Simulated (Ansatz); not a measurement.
# Cl4FHMoO: small, medium and large basis sets

How large a basis does Cl4FHMoO need? Two functionals are run in growing sets.

Program: Ansatz 0.2.0, Gaussian basis. Level of theory: one geometry, several basis sets. These are calculated values, not measurements.

Plan: PBE0-D4/def2-SVP; ωB97M-V/def2-SVP; PBE0-D4/def2-QZVPP; ωB97M-V/def2-QZVPP; the functionals' def2-TZVPP values are taken from earlier runs.

## Step 1: The relaxed structure

The geometry comes from an earlier relaxation with PBE0-D4 in a triple-zeta def2 set; it is a stationary point, not always the lowest conformer. Mo takes the def2 core potential; no spin-orbit term is included.

SMILES `[OH][Mo]([F])([Cl])([Cl])([Cl])[Cl]`, 8 atoms, charge 0, spin multiplicity 1.

Atoms are counted from 1 here; the program's logs count them from 0.

Bond lengths: O1–Mo2 1.834 Å, O1–H8 0.965 Å, Mo2–F3 1.841 Å, Mo2–Cl4 2.281 Å, Mo2–Cl5 2.327 Å, Mo2–Cl6 2.281 Å, Mo2–Cl7 2.270 Å. Angles: Mo2–O1–H8 128.2°, O1–Mo2–F3 92.3°, O1–Mo2–Cl4 93.3°, O1–Mo2–Cl5 81.8°, O1–Mo2–Cl6 93.3°, O1–Mo2–Cl7 167.1°, F3–Mo2–Cl4 86.0°, F3–Mo2–Cl5 174.0°, F3–Mo2–Cl6 86.0°, F3–Mo2–Cl7 100.7°, Cl4–Mo2–Cl5 94.3°, Cl4–Mo2–Cl6 169.7°, Cl4–Mo2–Cl7 87.6°, Cl5–Mo2–Cl6 94.3°, Cl5–Mo2–Cl7 85.3°, Cl6–Mo2–Cl7 87.6°.

## Step 2: PBE0-D4 in def2-SVP

Contents of in.yaml:

```yaml
crystal:
  periodic: [false, false, false]
  atoms:
    - {symbol: O, position_ang: [-1.495366, -0.194806, 0.457334]}
    - {symbol: Mo, position_ang: [0.298263, -0.037251, 0.110549]}
    - {symbol: F, position_ang: [0.748397, -0.570180, 1.813919]}
    - {symbol: Cl, position_ang: [0.516225, -2.234092, -0.461471]}
    - {symbol: Cl, position_ang: [-0.501694, 0.609239, -1.976918]}
    - {symbol: Cl, position_ang: [0.403609, 2.091629, 0.921399]}
    - {symbol: Cl, position_ang: [2.357409, 0.301840, -0.782611]}
    - {symbol: H, position_ang: [-2.234743, -0.023480, -0.138002]}
basis:
  gaussian: {orbitals: def2-SVP}
hamiltonian: {xc: pbe0, dispersion: d4}
output: {orbitals: {seedname: orbitals}}
```

The run is started by

```console
$ ansatz run in.yaml --threads 4 --pin off --events-out ev --progress --plain --max-ram 11315MiB
```

Further steps of the session: ωB97M-V in def2-SVP; PBE0-D4 in def2-QZVPP; ωB97M-V in def2-QZVPP.

Q: Predict the results of all the runs planned. Wanted: PBE0-D4: double and triple zeta above quadruple; ωB97M-V: double and triple zeta above quadruple.

**Answer**, as computed:

| quantity | value |
| --- | --- |
| PBE0-D4: double and triple zeta above quadruple | 25.72, 1.87 eV |
| ωB97M-V: double and triple zeta above quadruple | 25.54, 1.79 eV |

What this shows: PBE0-D4 gains 23.86 eV from double to triple zeta, then 1.87 eV more. These are total energies; as a rule much of such shifts cancels in differences, which this series doesn't test.
